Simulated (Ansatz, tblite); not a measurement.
**The cluster Ba2Se3−: a ladder of methods and basis sets**

The task here is to estimate one member of a computed series from the others.

Method: as each input shows; program: Ansatz 0.2.0, Gaussian basis.

The runs, in order: GFN1-xTB, GFN2-xTB, PBE-D4/def2-TZVPD, r2SCAN-D4/def2-TZVPD, BLYP-D4/def2-TZVPD, MP2/def2-TZVPD, RPA/def2-TZVPD.

3 further runs of the same task are left out: 2 that didn't finish, 1 set aside as unsound or not needed.

### The relaxed structure

The doublet was relaxed beforehand with PBE-D4/def2-SVPD. At that level it is the lowest of the isomers that a small search found.

5 atoms, charge -1, spin multiplicity 2.

Bond lengths: Ba1–Se3 3.153 Å, Ba1–Se4 3.109 Å, Ba1–Se5 3.107 Å, Ba2–Se4 2.921 Å, Ba2–Se5 2.925 Å. Angles: Se3–Ba1–Se4 135.9°, Se3–Ba1–Se5 136.0°, Se4–Ba1–Se5 88.1°, Se4–Ba2–Se5 95.4°, Ba1–Se4–Ba2 88.3°, Ba1–Se5–Ba2 88.2°.

Coordinates:

```csv
atom,x (Å),y (Å),z (Å)
Ba1,0.3457,0.9731,-0.3882
Ba2,-0.9549,-2.7352,1.0976
Se3,1.2787,3.7637,-1.5199
Se4,-0.0580,-1.8826,-1.5486
Se5,-0.6115,-0.1189,2.3590
```

Ba takes a core potential in the def2 sets. No spin-orbit coupling is included. The ion is computed in the gas phase, without counter-ions or solvent.

PBE0-D4/def2-TZVPD was run before; its log isn't repeated, and its numbers join the tables.

The first run:

Tight binding, by tblite at 300 K electronic temperature and without a spin-polarisation term:

```python
tblite.interface.Calculator('GFN1-xTB', numbers, positions, charge=-1, uhf=1).singlepoint()
```

Tight binding, by tblite at 300 K electronic temperature and without a spin-polarisation term:

```python
tblite.interface.Calculator('GFN2-xTB', numbers, positions, charge=-1, uhf=1).singlepoint()
```

start.molden holds the orbitals of an earlier run on this state, given as this run's starting guess.

File in.yaml:

```yaml
crystal:
  periodic: [false, false, false]
  atoms:
    - {symbol: Ba, position_ang: [0.345650, 0.973059, -0.388175]}
    - {symbol: Ba, position_ang: [-0.954926, -2.735199, 1.097601]}
    - {symbol: Se, position_ang: [1.278749, 3.763686, -1.519888]}
    - {symbol: Se, position_ang: [-0.058021, -1.882618, -1.548581]}
    - {symbol: Se, position_ang: [-0.611452, -0.118928, 2.359032]}
basis:
  gaussian: {orbitals: def2-TZVPD, initial_orbitals: start.molden}
total_charge: -1
magnetization: {spin_polarized: true, initial_magnetization: 1}
hamiltonian: {xc: pbe, dispersion: d4}
scf: {omitted_lower_state_checks: [starts]}
output: {forces: true, orbitals: {seedname: orbitals}}
```

On the command line:

```console
ansatz run in.yaml --threads 4 --pin off --events-out ev --progress --plain --max-ram 8704MiB
```

Among the steps run: PBE-D4/def2-TZVPD; r2SCAN-D4/def2-TZVPD; BLYP-D4/def2-TZVPD; MP2/def2-TZVPD; RPA/def2-TZVPD.

One table of the session follows, with a row left open; its other results are not shown here.

| level | HOMO (eV) | LUMO (eV) | gap (eV) |
| --- | --- | --- | --- |
| PBE-D4/def2-TZVPD | -0.98 | -0.74 | 0.24 |
| BLYP-D4/def2-TZVPD | -0.81 | -0.67 | 0.13 |
| r2SCAN-D4/def2-TZVPD | -1.16 | -0.49 | 0.67 |
| PBE0-D4/def2-TZVPD | ? | ? | ? |

**Question.** Estimate the row for PBE0-D4/def2-TZVPD.

As computed: HOMO (eV): -1.89; LUMO (eV): 0.18; gap (eV): 2.07. In the column «HOMO (eV)» it is the lowest.
